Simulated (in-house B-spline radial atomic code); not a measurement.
**Ca¹³⁺: Hartree-Fock with and without relativity**

How do the shells of Ca¹³⁺ move when the Schrödinger Hamiltonian gives way to Dirac's?

The numbers are computed with in-house B-spline radial atomic code version 1 (Hartree-Fock averaged over the configuration, non-relativistic (point nucleus) and Dirac-Coulomb (finite nucleus); spherical all-electron atom at the radial basis limit), except any that are marked as measured or tabulated.

### 1 What is computed

```
element       : calcium (Z = 20)
charge        : +13
electrons     : 7
configuration : [He] 2s2 2p3
nucleus       : point (non-relativistic run); Fermi, rms radius 3.478 fm (Dirac runs)
```

Outer shells as boxes (Hund's rule):

[He] 2s2 2p3
```
[He] core
2s [↑↓]
2p [↑ ][↑ ][↑ ]
```

The boxes draw the filling by Hund's rule, which heavy ions in jj coupling don't follow; these runs average over all states of the configuration.

### 2 Non-relativistic run

Settings of the run:

```ini
Z = 20
electrons = 7.0
configuration = [He] 2s2 2p3
hamiltonian = nr
method = hf
spin_polarised = False
```

### 3 Dirac-Coulomb run

Settings of the run:

```ini
Z = 20
electrons = 7.0
configuration = [He] 2s2 2p3
hamiltonian = dirac
method = hf
spin_polarised = False
nucleus = fermi
rms_radius = 3.4776
mass_number = 40
atomic_mass = 39.96259085
speed_of_light = 137.035999084
```

### 4 Dirac-Coulomb run in the lowest jj configuration, 1s2 2s2 2p-2 2p+1

In configurations, a minus sign after the shell means j = l − 1/2 and a plus sign j = l + 1/2; the count of electrons follows.

Settings: those of step 3 with these lines changed.

```diff
@@ -2,3 +2,3 @@
 electrons = 7.0
-configuration = [He] 2s2 2p3
+configuration = 1s2 2s2 2p-2 2p+1
 hamiltonian = dirac
```

Before running: How much does each shell's level and mean radius change with the Dirac Hamiltonian, and the total energy?

As calculated:

Levels and radii; the Dirac values are averaged over j with the occupations as weights.

| shell | ε non-rel. (eV) | ε Dirac (eV) | <r> non-rel. (bohr) | <r> Dirac (bohr) | change of <r> (%) |
| --- | --- | --- | --- | --- | --- |
| 1s | -4584.88 | -4608.38 | 0.07694 | 0.07641 | -0.69 |
| 2s | -866.71 | -872.24 | 0.3415 | 0.3391 | -0.70 |
| 2p | -811.22 | -812.71 | 0.2976 | 0.2966 | -0.32 |

What this shows: Relativity and the finite nucleus together change the total energy by -2.7588 hartree (-0.49 %). The first-order mass-velocity and Darwin terms of the non-relativistic run add up to -2.6322 hartree, 95 % of it. Averaged over j, the 2s shell contracts most (-0.70 %). Spin-orbit coupling splits the 2p level by 4.439 eV. The lowest jj configuration lies 2.740 eV below the average over the whole configuration. Breit terms add 0.152 hartree and QED terms 0.126 hartree.
